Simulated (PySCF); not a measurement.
# C3H5AlCl2: the cost of one run

Computed with PySCF 2.14.0, with density-fitted response routines of our own, on a single molecule in the gas phase. Atoms count from 0, in the outputs and in this text.

## Step 1: The starting structure

11 atoms, charge 0, multiplicity 1; geometry from: GFN2-xTB. The atoms were then displaced at random by about 0.01 Å, so the start is not that level's minimum.

Bonds of the start (Å): C0–C1 1.47, C1–Cl2 1.73, C1–C3 1.37, C3–Al4 1.96, Al4–Cl5 2.04, C0–H6 1.07, C0–H7 1.11, C0–H8 1.12, C3–H9 1.10, Al4–H10 1.52.

## Step 2: Geometry optimisation at PBE0-D3(BJ)/def2-SVP

The job: settings as JSON, then the geometry in Å.

```
{"job": {"xc": "PBE0", "basis": "def2-SVP", "d3": "d3bj", "grid": 1, "shake": 0.01, "kind": "geom"}, "charge": 0, "multiplicity": 1}
C     -1.959650    -0.212020     0.231990
C     -0.497750    -0.300270     0.137540
Cl     0.130200    -1.909800     0.046330
C      0.448560     0.683320     0.113900
Al     2.315740     0.117370    -0.018020
Cl     3.698930     1.613640    -0.042490
H     -2.436850    -1.169060     0.217730
H     -2.346180     0.399870    -0.616020
H     -2.264470     0.333940     1.164560
H      0.030910     1.698840     0.179460
H      2.918690    -1.281660    -0.075850
```

Command:

```bash
$ OMP_NUM_THREADS=1 python probes_run.py task.json out
```

The driver reads the jobs from task.json and runs them one after another.

**Question.** How long does this first job take on 1 thread of Arm Neoverse V1, shared host, and how much memory does it need?

About 72 s, with a peak of 0.49 GiB.
